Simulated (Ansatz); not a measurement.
# FH₃O₃Si: how energies converge with the basis set

Aim: see how fast density functionals converge with the basis set for FH₃O₃Si.

Computed with Ansatz 0.2.0, Gaussian basis. Level: one geometry, several basis sets.

Plan: PBE0-D4/def2-SVP; ωB97M-V/def2-SVP; PBE0-D4/def2-QZVPP; ωB97M-V/def2-QZVPP; the functionals' def2-TZVPP values are taken from earlier runs.

**1. Structure used throughout**

An earlier PBE0-D4 in a triple-zeta def2 set relaxation fixed the geometry.

8 atoms, charge 0, spin multiplicity 1.

Atoms are counted from 1 here; the program's logs count them from 0.

Bond lengths: O1–Si2 1.619 Å, O1–H6 0.958 Å, Si2–O3 1.619 Å, Si2–O4 1.619 Å, Si2–F5 1.594 Å, O3–H7 0.958 Å, O4–H8 0.958 Å. Angles: Si2–O1–H6 118.5°, O1–Si2–O3 109.9°, O1–Si2–O4 109.9°, O1–Si2–F5 109.0°, O3–Si2–O4 109.9°, O3–Si2–F5 109.0°, O4–Si2–F5 109.1°, Si2–O3–H7 118.5°, Si2–O4–H8 118.5°.

Geometry (Å):

```xyz
8
FH3O3Si
O    -0.0149    1.5537   -0.3076
Si    0.0506   -0.0488   -0.0879
O     0.9801   -0.3922    1.1923
O    -1.4410   -0.6346    0.1417
F     0.6820   -0.7263   -1.3856
H    -0.5164    1.8936   -1.0493
H     1.8993   -0.1241    1.1752
H    -1.5477   -1.5783    0.2654
```

**2. PBE0-D4 in def2-SVP**

Input file in.yaml:

```yaml
crystal:
  periodic: [false, false, false]
  atoms:
    - {symbol: O, position_ang: [-0.014884, 1.553676, -0.307606]}
    - {symbol: Si, position_ang: [0.050596, -0.048830, -0.087876]}
    - {symbol: O, position_ang: [0.980088, -0.392189, 1.192303]}
    - {symbol: O, position_ang: [-1.440993, -0.634594, 0.141685]}
    - {symbol: F, position_ang: [0.681981, -0.726336, -1.385614]}
    - {symbol: H, position_ang: [-0.516436, 1.893596, -1.049291]}
    - {symbol: H, position_ang: [1.899333, -0.124059, 1.175178]}
    - {symbol: H, position_ang: [-1.547684, -1.578263, 0.265422]}
basis:
  gaussian: {orbitals: def2-SVP}
hamiltonian: {xc: pbe0, dispersion: d4}
output: {orbitals: {seedname: orbitals}}
```

The runs that follow: ωB97M-V in def2-SVP; PBE0-D4 in def2-QZVPP; ωB97M-V in def2-QZVPP.

Before running them: what should the planned runs give, taken together? Wanted: PBE0-D4: double and triple zeta above quadruple; ωB97M-V: double and triple zeta above quadruple.

**Answer**, as computed:

| quantity | value |
| --- | --- |
| PBE0-D4: double and triple zeta above quadruple | 15.50, 0.82 eV |
| ωB97M-V: double and triple zeta above quadruple | 15.66, 0.77 eV |

For PBE0-D4 the step from double to triple zeta gains 14.68 eV and the next only 0.82 eV. These are total energies; as a rule much of such shifts cancels in differences, which this series doesn't test. The LUMO of ωB97M-V is positive and keeps falling with the basis (2.68 to 1.32 eV): an unbound level that the basis holds in place.
